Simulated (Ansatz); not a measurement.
# BH5InNOS: one species, many methods

One table from this session's results is given with a row withheld; the runs are named, their logs left out.

The runs use Ansatz 0.2.0, Gaussian basis; functionals in def2-TZVPP, the program's frozen cores in correlated methods.

Plan: LDA (SPW92), PBE-D4, revPBE-D4, BLYP-D4, r2SCAN-D4, B97M-V, PBE0-D4, B3LYP-D4, r2SCANh-D4, r2SCAN0-D4, HSE06-D4, BHLYP-D4, CAM-B3LYP-D4, LC-ωPBE, ωB97X-V, ωB97M-V, B2PLYP, PBE-QIDH; CCSD(T)/def2-SVP; CCSD(T)/def2-TZVPP; MP2/def2-QZVPP; extrapolation to the limit; RPA on PBE.

## The relaxed structure

All runs share one geometry, relaxed beforehand with PBE0-D4 in a triple-zeta def2 set. In takes the def2 core potential; no spin-orbit term is included.

10 atoms, charge 0, spin multiplicity 1.

Atoms are counted from 1 here; the program's logs count them from 0.

Bond lengths: N1–In2 2.013 Å, N1–H6 1.009 Å, N1–H7 1.008 Å, In2–O3 1.998 Å, In2–B4 2.231 Å, O3–H8 0.959 Å, B4–S5 1.761 Å, B4–H9 1.194 Å, S5–H10 1.345 Å. Angles: In2–N1–H6 117.3°, In2–N1–H7 120.9°, H6–N1–H7 110.1°, N1–In2–O3 104.3°, N1–In2–B4 130.1°, O3–In2–B4 125.2°, In2–O3–H8 113.9°, In2–B4–S5 125.8°, In2–B4–H9 121.9°, S5–B4–H9 112.3°, B4–S5–H10 101.8°.

Set-up of the first run:

Contents of in.yaml:

```yaml
crystal:
  periodic: [false, false, false]
  atoms:
    - {symbol: N, position_ang: [0.747782, 1.292954, 1.547985]}
    - {symbol: In, position_ang: [0.545776, 0.103889, -0.063389]}
    - {symbol: O, position_ang: [1.882506, 0.809478, -1.369977]}
    - {symbol: B, position_ang: [-0.946704, -1.498698, -0.488732]}
    - {symbol: S, position_ang: [-2.694991, -1.294743, -0.525424]}
    - {symbol: H, position_ang: [1.594683, 1.837701, 1.617334]}
    - {symbol: H, position_ang: [0.461409, 0.980030, 2.462237]}
    - {symbol: H, position_ang: [1.851858, 0.380685, -2.227054]}
    - {symbol: H, position_ang: [-0.615975, -2.620854, -0.729886]}
    - {symbol: H, position_ang: [-2.826354, 0.009569, -0.223094]}
basis:
  gaussian: {orbitals: def2-TZVPP}
hamiltonian: {xc: lda}
output: {orbitals: {seedname: orbitals}}
```

Command:

```bash
$ ansatz run in.yaml --threads 4 --pin off --events-out ev --progress --plain --max-ram 10444MiB
```

Among the steps run: LDA; PBE-D4 (GGA); revPBE-D4 (GGA); BLYP-D4 (GGA); r2SCAN-D4 (meta-GGA); B97M-V (meta-GGA); PBE0-D4 (hybrid); B3LYP-D4 (hybrid); r2SCANh-D4 (hybrid); r2SCAN0-D4 (hybrid); HSE06-D4 (hybrid); BHLYP-D4 (hybrid); CAM-B3LYP-D4 (range-separated); LC-ωPBE (range-separated); ωB97X-V (range-separated); ωB97M-V (range-separated); B2PLYP (double hybrid); PBE-QIDH (double hybrid).

One table of the session follows, with a row left open; its other results are not shown here.

It belongs to the step «Orbital energies across the functionals». 

| functional | HOMO (eV) | LUMO (eV) | gap (eV) |
| --- | --- | --- | --- |
| LDA (SPW92) | -5.78 | -3.17 | 2.60 |
| PBE-D4 | -5.57 | -2.92 | 2.65 |
| revPBE-D4 | -5.50 | -2.83 | 2.67 |
| BLYP-D4 | -5.44 | -2.75 | 2.69 |
| r2SCAN-D4 | -5.84 | -2.73 | 3.11 |
| B97M-V | -5.88 | -2.70 | 3.18 |
| PBE0-D4 | -6.91 | -2.10 | 4.81 |
| B3LYP-D4 | -6.67 | -2.27 | 4.40 |
| r2SCANh-D4 | -6.34 | -2.44 | 3.91 |
| r2SCAN0-D4 | -7.11 | -2.00 | 5.10 |
| HSE06-D4 | -6.51 | -2.48 | 4.03 |
| BHLYP-D4 | -8.17 | -1.17 | 6.99 |
| CAM-B3LYP-D4 | -8.32 | -1.04 | 7.28 |
| LC-ωPBE | -9.74 | 0.02 | 9.76 |
| ωB97X-V | -9.35 | -0.05 | 9.30 |
| ωB97M-V | ? | ? | ? |

Q: Estimate the row for ωB97M-V from the others.

**Answer.** HOMO (eV): -9.25; LUMO (eV): -0.24; gap (eV): 9.00. In the column «HOMO (eV)» it lies between ωB97X-V (-9.35) and CAM-B3LYP-D4 (-8.32).
